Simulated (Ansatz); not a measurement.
# H4N2O2W: shape, modes and thermochemistry

What shape does H4N2O2W take? The plan is to relax it, then compute its harmonic vibrations to see whether it is a minimum and to get the zero-point energy and entropy, and look at its orbitals and charge.

Computed with Ansatz 0.2.0, Gaussian basis. Level: RKS PBE0-D4/def2-TZVP.

Plan: relaxation at PBE0-D4/def2-TZVP; harmonic vibrations at the same level; a single point in def2-TZVPP for the fields.

### 1 Starting geometry

9 atoms, charge 0, spin multiplicity 1.

Atoms are counted from 1 here; the program's logs count them from 0.

Bond lengths: N1–W2 2.002 Å, N1–H6 1.026 Å, N1–H7 1.026 Å, W2–N3 2.002 Å, W2–O4 1.690 Å, W2–O5 1.690 Å, N3–H8 1.026 Å, N3–H9 1.026 Å. Angles: W2–N1–H6 125.5°, W2–N1–H7 125.6°, H6–N1–H7 106.4°, N1–W2–N3 108.8°, N1–W2–O4 107.4°, N1–W2–O5 107.4°, N3–W2–O4 107.4°, N3–W2–O5 107.4°, O4–W2–O5 118.1°, W2–N3–H8 125.5°, W2–N3–H9 125.4°, H8–N3–H9 106.4°.

The start is a GFN2-xTB geometry. W takes the def2 core potential; no spin-orbit term is included.

### 2 Optimising with PBE0-D4/def2-TZVP

in.yaml reads:

```yaml
crystal:
  periodic: [false, false, false]
  atoms:
    - {symbol: N, position_ang: [-1.113840, 1.240230, -0.324620]}
    - {symbol: W, position_ang: [0.336630, -0.115140, -0.583260]}
    - {symbol: N, position_ang: [0.637070, -1.077510, 1.146470]}
    - {symbol: O, position_ang: [-0.225120, -1.250360, -1.702530]}
    - {symbol: O, position_ang: [1.756950, 0.726540, -0.945660]}
    - {symbol: H, position_ang: [-0.969920, 2.245410, -0.175700]}
    - {symbol: H, position_ang: [-2.094080, 1.125830, -0.604750]}
    - {symbol: H, position_ang: [0.274730, -2.008520, 1.381410]}
    - {symbol: H, position_ang: [1.397580, -0.886470, 1.808650]}
basis:
  gaussian: {orbitals: def2-TZVP}
hamiltonian: {xc: pbe0, dispersion: d4}
relax: {f_tol: 0.005, max_steps: 150}
```

Started as:

```bash
$ ansatz run in.yaml --threads 4 --pin off --events-out ev --progress --plain --max-ram 10444MiB
```

The runs that follow: Force constants and modes; A single point for the fields.

Before running them: what should the planned runs give, taken together? Wanted: point group; shift from the start; total energy; dispersion term; dipole moment; lowest, highest wavenumber; zero-point energy; HOMO, LUMO.

**Answer**, as computed:

| quantity | value |
| --- | --- |
| point group | Cs |
| steps | 6 |
| shift from the start (rms) | 0.061 Å |
| total energy | -8965.0317 eV |
| dispersion term | -174 meV |
| dipole moment | 4.42 D |
| lowest, highest wavenumber | 151, 3694 cm⁻¹ |
| zero-point energy | 35.8 kcal/mol |
| entropy at 298.15 K | 354.1 J/(mol K) |
| HOMO, LUMO | -7.83, -1.17 eV |

What this shows: The atoms moved 0.06 Å (rms) from the start; the bond that changed most is W2–N3, from 2.002 to 1.946 Å. No mode is imaginary: a true minimum at this level. The stiffest mode, 3694 cm⁻¹, is an N–H stretch. Harmonic hybrid wavenumbers usually lie a few per cent above measured fundamentals. The largest Mulliken charge, +1.41 e, sits on W2. The HOMO lies mostly on N1, N3 about 35 % each and the LUMO on W2 52 %; O4, O5 about 16 % each.
